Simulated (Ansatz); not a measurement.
The system is BPd4.

```xyz
5
Lattice="2.8920 0.0000 0.0000 0.0000 4.3650 0.0000 0.0000 0.0000 5.8563" Properties=species:S:1:pos:R:3 pbc="T T T"
Pd    1.4460    0.0000    1.1571
Pd    0.0000    0.0000    3.6278
Pd    0.0000    2.1825    1.9277
Pd    1.4460    2.1825    5.0807
B     1.4460    0.0000    5.0553
```

The cell comes from a database or a generator and needn't be the stable form of this composition.

- Program: Ansatz 0.2.0
- Task: relaxation of cell and atoms
- Functional: PBEsol
- Potentials or basis: Ansatz PAW
- Cutoff: 420 eV (not typed: the program's choice for these potentials)
- k mesh: 9 × 6 × 5
- Occupations: fermi-dirac, width 0.05 eV
- Spin: no spin polarisation

At the start: volume 14.79 Å³/atom.

**Question.** How do energy, volume and symmetry change on relaxing?

**Answer.** It ends after 8 steps and the volume is 13.98 Å³/atom (-5.4 %); space group Pmm2 (No. 25, to 0.05 Å).

The path:
| step | energy change (eV) | largest force (eV/Å) | volume (Å³) |
| --- | --- | --- | --- |
| 1 | 0.0000 | 0.1979 | 73.93 |
| 2 | -0.0456 | 0.7206 | 67.27 |
| 3 | -0.1191 | 0.1476 | 70.33 |
| 4 | -0.1228 | 0.1077 | 70.01 |
| 5 | -0.1243 | 0.0540 | 69.91 |
| 6 | -0.1244 | 0.0154 | 69.90 |
| 7 | -0.1244 | 0.0003 | 69.90 |
| 8 | -0.1225 | 0.0006 | 69.90 |

Final structure:
```
Pd B
1.0
     2.79345    0.00000    0.00000
     0.00000    4.30468    0.00000
     0.00000    0.00000    5.81318
Pd B
4 1
Direct
  0.50000 0.00000 0.19279
  0.00000 0.00000 0.61206
  0.00000 0.50000 0.33271
  0.50000 0.50000 0.87923
  0.50000 0.00000 0.86020
```

Caveat: the plane-wave basis is chosen anew once the cell has moved, so the energies of steps on either side of that aren't comparable; the PAW data sets come from PBE, with cores solved anew for the run's functional, which leaves a small shift of forces and pressure.
